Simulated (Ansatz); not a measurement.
# VMo3S8: the cost of one run

Computed with Ansatz 0.2.0 (DFT PBE, scalar-relativistic, plane waves, PAW, unless a step's input says otherwise).

1 further run of the same task is left out (it didn't finish). Runs told in other sessions of the task aren't counted.

### 1 Starting point

The structure is trigonal, space group P-3m1 (No. 164). Conventional cell: a = 3.444 Å, b = 3.444 Å, c = 24.995 Å, α = 90.00°, β = 90.00°, γ = 120.00°. V (site symmetry -3m) has 6 S at 2.49 Å in its first shell of neighbours. Mo (site symmetry 3m) has 6 S at 2.49 Å in its first shell of neighbours. Mo (site symmetry -3m) is surrounded by 6 S at 2.49 Å. S (site symmetry 3m) is surrounded by 3 Mo at 2.49 Å. S (site symmetry 3m) has 3 V at 2.49 Å in its first shell of neighbours.

As a file:

```cif
data_structure
_symmetry_space_group_name_H-M 'P-3m1'
_symmetry_Int_Tables_number 164
_cell_length_a 3.4437
_cell_length_b 3.4437
_cell_length_c 24.9953
_cell_angle_alpha 90.000
_cell_angle_beta 90.000
_cell_angle_gamma 120.000
_cell_volume 256.70
loop_
_atom_site_label
_atom_site_type_symbol
_atom_site_symmetry_multiplicity
_atom_site_Wyckoff_symbol
_atom_site_fract_x
_atom_site_fract_y
_atom_site_fract_z
_atom_site_occupancy
V1 V 1 a 0.00000 0.00000 0.00000 1
Mo1 Mo 2 c 0.00000 0.00000 0.25000 1
Mo2 Mo 1 b 0.00000 0.00000 0.50000 1
S1 S 2 d 0.66667 0.33333 0.19016 1
S2 S 2 d 0.66667 0.33333 0.44016 1
S3 S 2 d 0.66667 0.33333 0.69016 1
S4 S 2 d 0.66667 0.33333 0.94016 1
```

The start is an ordering of an alloy on its end members' structure types: elements ordered on the sites of the VS2 type, V/Mo on V (P-3m1, No. 164).

### 2 A first look at the guess

input.yaml reads:

```yaml
crystal:
  lattice:
    - [3.44367352, 0.0, 0.0]
    - [-1.72183676, 2.98230875, 0.0]
    - [0.0, 0.0, 24.99529508]
  atoms:
    - { symbol: V, position: [0.0, 0.0, 0.0], spin: -2.0 }
    - { symbol: Mo, position: [0.0, 0.0, 0.25], spin: 1.0 }
    - { symbol: Mo, position: [0.0, 0.0, 0.5], spin: 1.0 }
    - { symbol: Mo, position: [0.0, 0.0, 0.75], spin: 1.0 }
    - { symbol: S, position: [0.66666667, 0.33333333, 0.19015583] }
    - { symbol: S, position: [0.66666667, 0.33333333, 0.44015583] }
    - { symbol: S, position: [0.66666667, 0.33333333, 0.69015583] }
    - { symbol: S, position: [0.66666667, 0.33333333, 0.94015583] }
    - { symbol: S, position: [0.33333333, 0.66666667, 0.05984417] }
    - { symbol: S, position: [0.33333333, 0.66666667, 0.30984417] }
    - { symbol: S, position: [0.33333333, 0.66666667, 0.55984417] }
    - { symbol: S, position: [0.33333333, 0.66666667, 0.80984417] }
basis:
  ecutwfc: 420
kpoints:
  mp_grid: { grid: [6, 6, 1] }
hamiltonian:
  xc: pbe
scf:
  occupations: { method: gaussian, width: 0.1 }
  lower_state_search: "off"
output:
  forces: true
  stress: true
  eigenvalues: true
  populations: true
magnetization:
  spin_polarized: true
```

Command:

```bash
$ ansatz run input.yaml --threads 4 --pin off --max-ram 8192MiB --backend cpu --events-out ev --progress --plain --runs-dir out
```

**Question.** How long does this run take on 4 threads of Arm Neoverse V2, shared host, and how much memory does it need?

About 9 s, with a peak of 0.83 GiB.
